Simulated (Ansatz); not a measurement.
# InH5O: a ladder of functionals and wavefunction methods

One table from this session's results is given with a row withheld; the runs are named, their logs left out.

Program: Ansatz 0.2.0, Gaussian basis. Level of theory: functionals in def2-TZVPP, the program's frozen cores in correlated methods. These are calculated values, not measurements.

Plan: LDA (SPW92), PBE-D4, revPBE-D4, BLYP-D4, r2SCAN-D4, B97M-V, PBE0-D4, B3LYP-D4, r2SCANh-D4, r2SCAN0-D4, HSE06-D4, BHLYP-D4, CAM-B3LYP-D4, LC-ωPBE, ωB97X-V, ωB97M-V, B2PLYP, PBE-QIDH; CCSD(T)/def2-SVP; CCSD(T)/def2-TZVPP; MP2/def2-QZVPP; extrapolation to the limit; RPA on PBE.

1 further run of the same task is left out (for a known fault of the program).

### Structure used throughout

The geometry comes from an earlier relaxation with PBE0-D4 in a triple-zeta def2 set; it is a stationary point, not always the lowest conformer. In takes the def2 core potential; no spin-orbit term is included.

SMILES `[OH2+][InH3-]`, 7 atoms, charge 0, spin multiplicity 1.

Atoms are counted from 1 here; the program's logs count them from 0.

Bond lengths: O1–In2 2.437 Å, O1–H3 0.962 Å, O1–H4 0.962 Å, In2–H5 1.736 Å, In2–H6 1.736 Å, In2–H7 1.725 Å. Angles: In2–O1–H3 110.7°, In2–O1–H4 109.7°, H3–O1–H4 106.4°, O1–In2–H5 91.4°, O1–In2–H6 91.9°, O1–In2–H7 99.2°, H5–In2–H6 118.4°, H5–In2–H7 120.1°, H6–In2–H7 119.9°.

Set-up of the first run:

File in.yaml:

```yaml
crystal:
  periodic: [false, false, false]
  atoms:
    - {symbol: O, position_ang: [0.011664, -1.365547, 0.092759]}
    - {symbol: In, position_ang: [0.263413, 1.048978, -0.122173]}
    - {symbol: H, position_ang: [-0.365959, -1.592678, 0.948003]}
    - {symbol: H, position_ang: [-0.605566, -1.686979, -0.571606]}
    - {symbol: H, position_ang: [-0.708941, 1.066558, -1.559654]}
    - {symbol: H, position_ang: [-0.515119, 1.323243, 1.405093]}
    - {symbol: H, position_ang: [1.981808, 1.138425, -0.238221]}
basis:
  gaussian: {orbitals: def2-TZVPP}
hamiltonian: {xc: lda}
output: {orbitals: {seedname: orbitals}}
```

Started as:

```console
ansatz run in.yaml --threads 4 --pin off --events-out ev --progress --plain --max-ram 10444MiB
```

Among the steps run: LDA; PBE-D4 (GGA); revPBE-D4 (GGA); BLYP-D4 (GGA); r2SCAN-D4 (meta-GGA); B97M-V (meta-GGA); PBE0-D4 (hybrid); B3LYP-D4 (hybrid); r2SCANh-D4 (hybrid); r2SCAN0-D4 (hybrid); HSE06-D4 (hybrid); BHLYP-D4 (hybrid); CAM-B3LYP-D4 (range-separated); LC-ωPBE (range-separated); ωB97X-V (range-separated); ωB97M-V (range-separated); B2PLYP (double hybrid); PBE-QIDH (double hybrid).

One of the session's tables, all rows but one given; the rest of the session is left out.

It belongs to the step «Frontier levels by functional». 

| functional | HOMO (eV) | gap (eV) |
| --- | --- | --- |
| LDA (SPW92) | -6.43 | 4.54 |
| PBE-D4 | -6.36 | 4.65 |
| revPBE-D4 | -6.33 | 4.70 |
| BLYP-D4 | -6.28 | 4.55 |
| r2SCAN-D4 | -6.66 | 5.46 |
| B97M-V | -6.75 | 5.16 |
| PBE0-D4 | -7.55 | 6.60 |
| B3LYP-D4 | -7.37 | 6.12 |
| r2SCANh-D4 | -7.09 | 6.13 |
| r2SCAN0-D4 | -7.74 | 7.12 |
| HSE06-D4 | -7.14 | 5.85 |
| BHLYP-D4 | -8.67 | 8.33 |
| CAM-B3LYP-D4 | -8.92 | 8.71 |
| LC-ωPBE | -10.27 | 11.19 |
| ωB97X-V | -9.93 | 10.71 |
| ωB97M-V | ? | ? |

**Question.** Estimate the row for ωB97M-V.

As computed: HOMO (eV): -9.76; gap (eV): 10.13. In the column «HOMO (eV)» it lies between ωB97X-V (-9.93) and CAM-B3LYP-D4 (-8.92).
